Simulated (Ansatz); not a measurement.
This script makes a convergence test of the plane-wave cutoff of Rb3Na, space group Pm-3m with Ansatz 0.2.0, Python API.

`rb3na.py`
```python
'''Convergence of Rb3Na with the plane-wave cutoff.'''

import ansatz as az
import pandas as pd

lattice = az.Lattice.of(
    (6.7606, 0.0, 0.0),
    (0.0, 6.7606, 0.0),
    (0.0, 0.0, 6.7606),
)
sites = [
    ('Rb', (0.0, 0.5, 0.5)),
    ('Rb', (0.5, 0.0, 0.5)),
    ('Rb', (0.5, 0.5, 0.0)),
    ('Na', (0.0, 0.0, 0.0)),
]
cell = az.Crystal(lattice=lattice)
for symbol, position in sites:
    cell = cell.atom(symbol, position)

model = (
    cell.calculation()
    .functional('lda')
    .kpoints(length=20)
    .occupations('Fermi-Dirac', width=50 * az.meV)
    .stress()
)

rows = []
for value in [300, 350, 400, 450, 500]:
    rep = model.basis(value).run(threads=1, pin='off').report
    rows.append((value, rep['free_energy_ev'] / len(rep['lattice']['sites']), rep['n_iterations'], sum(rep['stress_gpa'][i][i] for i in range(3)) / 3, rep['n_pw']))

table = pd.DataFrame(rows, columns=['cutoff (eV)', 'F/atom (eV)', 'iterations', 'P (GPa)', 'plane waves'])
print(table.round(5).to_string(index=False))

# differences from the last row
for row in rows[:-1]:
    shift = 1000 * (row[1] - rows[-1][1])
    print(f'{row[0]}: {shift:+.2f} meV/atom' + ('  (within 5 meV)' if abs(shift) < 5 else ''))
```

From which cutoff on is the energy per atom within 5 meV of the last row, and how does it get there?

From 350 eV on it stays within 5 meV an atom of the value at 500 eV; the first row (300 eV) is off by 13.3 meV and the last but one by 0.05 meV. The energy falls steadily, as expected when plane waves are added. The pressure moves from -0.48 to -0.48 GPa (the program's stress holds a Pulay correction, so it settles early).

What the script printed:

```console
$ python rb3na.py
DeckWarning: basis.ecutwfc = 300 eV is below the records' recommended 420 eV, and the density's cutoff is lower with it unless basis.ecutrho_ratio is high enough to keep the records' density cutoff: compare with a run at a higher cutoff
DeckWarning: basis.ecutwfc = 350 eV is below the records' recommended 420 eV, and the density's cutoff is lower with it unless basis.ecutrho_ratio is high enough to keep the records' density cutoff: compare with a run at a higher cutoff
DeckWarning: basis.ecutwfc = 400 eV is below the records' recommended 420 eV, and the density's cutoff is lower with it unless basis.ecutrho_ratio is high enough to keep the records' density cutoff: compare with a run at a higher cutoff
 cutoff (eV)  F/atom (eV)  iterations  P (GPa)  plane waves
         300  -2744.62912           8 -0.48106         3743
         350  -2744.64135           8 -0.48108         4625
         400  -2744.64226           8 -0.48114         5575
         450  -2744.64233           8 -0.48120         6667
         500  -2744.64238           8 -0.48121         7809
300: +13.26 meV/atom
350: +1.03 meV/atom  (within 5 meV)
400: +0.13 meV/atom  (within 5 meV)
450: +0.05 meV/atom  (within 5 meV)
```
(Warnings from the package without file and line.)

Reading the output:
- The mesh is modest for a metal, so energies can be off by several to tens of meV an atom and pressures by half a GPa or more; differences at equal mesh fare better.
- Pressure is positive in compression.
- This cell is a computed structure, which may not be the phase found in nature.
- Shifts are counted from the last row, which is itself no proven limit.
- It ran for 5.7 s on 1 thread of Intel(R) Xeon(R) 6975P-C (Granite Rapids) (shared host), peak memory 0.53 GiB.

(Lines on the test bed's own set-up are left out of the output.)
